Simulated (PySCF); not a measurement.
**One shape, several levels: NbCl5 (niobium pentachloride)**

Aim: a comparison of 3 runs (M06-2X/def2-SVP, r2SCAN/def2-SVP, wB97X/def2-SVP) of NbCl5 (niobium pentachloride). Input form: a Python script.

The calculation is run with PySCF 2.14.0.

**1. The structure to begin with**

NbCl5: 6 atoms, total charge 0, spin state singlet. SMILES: `Cl[Nb](Cl)(Cl)(Cl)Cl`. Geometry: relaxed at PBE0-D4/def2-TZVP.

Bond lengths: Cl1–Nb2 2.261 Å, Nb2–Cl3 2.261 Å, Nb2–Cl4 2.261 Å, Nb2–Cl5 2.313 Å, Nb2–Cl6 2.313 Å. Angles: Cl1–Nb2–Cl3 120.0°, Cl1–Nb2–Cl4 120.0°, Cl1–Nb2–Cl5 90.0°, Cl1–Nb2–Cl6 90.0°, Cl3–Nb2–Cl4 120.0°, Cl3–Nb2–Cl5 90.0°, Cl3–Nb2–Cl6 90.0°, Cl4–Nb2–Cl5 90.0°, Cl4–Nb2–Cl6 90.0°, Cl5–Nb2–Cl6 180.0°.

**2. The energy at M06-2X/def2-SVP (core potential) (run 1)**

File input.py:

```python
from pyscf import gto, dft

mol = gto.M(
    atom='''
Cl      -2.176460      -0.168870      -0.589890
Nb       0.000020       0.000000       0.000010
Cl       1.219000      -1.867930       0.371940
Cl       0.957660       2.036860       0.218010
Cl       0.608310      -0.047250      -2.231250
Cl      -0.608520       0.047200       2.231200
''',
    ecp={'Nb': 'def2-svp'},
    basis='def2-svp',
    max_memory=1860,
    verbose=3,
)

calc0 = dft.RKS(mol)
calc0.xc = 'm06-2x'
calc0.grids.level = 5
calc0.conv_tol = 1e-10
calc0.kernel()
if not calc0.converged:
    calc0 = calc0.newton().run(calc0.mo_coeff, calc0.mo_occ)

e_final = calc0.e_tot
print('Final energy', e_final)
```

Run with:

```sh
$ OMP_NUM_THREADS=1 python input.py
```

Log:

```text
<dir> SyntaxWarning: invalid escape sequence '\W'
  S = {(paw_set(r)[0], bool(re.search(r"spin_orbit\W+true|paw_fr", str((r.get("files") or {}).get("input") or "")) or re.search("(?i)spin.orbit\W+(value\W+)?(true|yes)|value\W+spin-orbit", json.dumps(r.get("inputs"), default=str)))) for r in records}
converged SCF energy = -2357.35755557669
Final energy -2357.357555576693
```

It took 81 s on 1 thread of Arm Neoverse V1, shared host; peak memory 0.72 GiB.

**3. The energy at r2SCAN/def2-SVP (core potential) (run 2)**

File calc.py:

```python
from pyscf import gto, dft

mol = gto.M(
    atom='''
Cl    -2.176460    -0.168870    -0.589890
Nb     0.000020     0.000000     0.000010
Cl     1.219000    -1.867930     0.371940
Cl     0.957660     2.036860     0.218010
Cl     0.608310    -0.047250    -2.231250
Cl    -0.608520     0.047200     2.231200
''',
    max_memory=1860,
    verbose=3,
    basis='def2-svp',
    ecp={'Nb': 'def2-svp'},
    charge=0,
)

mf = dft.RKS(mol)
mf.xc = 'r2scan'
mf.conv_tol = 1e-10
mf.grids.level = 5
mf.kernel()
if not mf.converged:
    mf = mf.newton().run(mf.mo_coeff, mf.mo_occ)

e_tot = mf.e_tot
print('E(%s) = %.9f' % ('R2SCAN', e_tot))
```

Run with:

```sh
$ OMP_NUM_THREADS=1 python calc.py
```

Log:

```text
<dir> SyntaxWarning: invalid escape sequence '\W'
  S = {(paw_set(r)[0], bool(re.search(r"spin_orbit\W+true|paw_fr", str((r.get("files") or {}).get("input") or "")) or re.search("(?i)spin.orbit\W+(value\W+)?(true|yes)|value\W+spin-orbit", json.dumps(r.get("inputs"), default=str)))) for r in records}
converged SCF energy = -2357.44919514045
E(R2SCAN) = -2357.449195140
```

It took 1.7 min on 1 thread of Arm Neoverse V1, shared host; peak memory 0.72 GiB.

**4. A single-point energy at wB97X/def2-SVP (core potential) (run 3)**

File run.py:

```python
# Cl[Nb](Cl)(Cl)(Cl)Cl
from pyscf import gto, dft

system = gto.M(
    atom='''
Cl      -2.176460      -0.168870      -0.589890
Nb       0.000020       0.000000       0.000010
Cl       1.219000      -1.867930       0.371940
Cl       0.957660       2.036860       0.218010
Cl       0.608310      -0.047250      -2.231250
Cl      -0.608520       0.047200       2.231200
''',
    verbose=3,
    max_memory=1860,
    basis='def2-svp',
    ecp={'Nb': 'def2-svp'},
)

myscf = dft.RKS(system, xc='wb97x')
myscf.grids.level = 5
myscf.conv_tol = 1e-10
myscf.kernel()
if not myscf.converged:
    myscf = myscf.newton().run(myscf.mo_coeff, myscf.mo_occ)

e_final = myscf.e_tot
print('E = %.10f Eh' % e_final)
```

Run with:

```sh
$ OMP_NUM_THREADS=1 python run.py
```

Log:

```text
<dir> SyntaxWarning: invalid escape sequence '\W'
  S = {(paw_set(r)[0], bool(re.search(r"spin_orbit\W+true|paw_fr", str((r.get("files") or {}).get("input") or "")) or re.search("(?i)spin.orbit\W+(value\W+)?(true|yes)|value\W+spin-orbit", json.dumps(r.get("inputs"), default=str)))) for r in records}
converged SCF energy = -2357.50991170302
E = -2357.5099117030 Eh
```

It took 65 s on 1 thread of Arm Neoverse V1, shared host; peak memory 0.72 GiB.

**5. All runs side by side**

| run | level | energy (Eh) | dipole moment (D) | HOMO energy (eV) | LUMO energy (eV) | wall time |
| --- | --- | --- | --- | --- | --- | --- |
| 1 | M06-2X/def2-SVP (core potential) | -2357.357556 | 0.00 | -10.52 | -3.49 | 81 s |
| 2 | r2SCAN/def2-SVP (core potential) | -2357.449195 | 0.00 | -8.23 | -4.97 | 1.7 min |
| 3 | wB97X/def2-SVP (core potential) | -2357.509912 | 0.00 | -11.56 | -2.41 | 65 s |

**6. Results**

```
            quantity           value
 run 3: total energy  -2357.50991 Eh
run 3: dipole moment          0.00 D
  run 3: HOMO energy       -11.56 eV
  run 3: LUMO energy        -2.41 eV
run 3: HOMO–LUMO gap         9.15 eV
```

The HOMO–LUMO gap runs from 3.26 eV (r2SCAN/def2-SVP) to 9.15 eV (wB97X/def2-SVP). Totals of different functionals can't be ranked against each other. All runs together took 4.1 min, the longest 1.7 min.
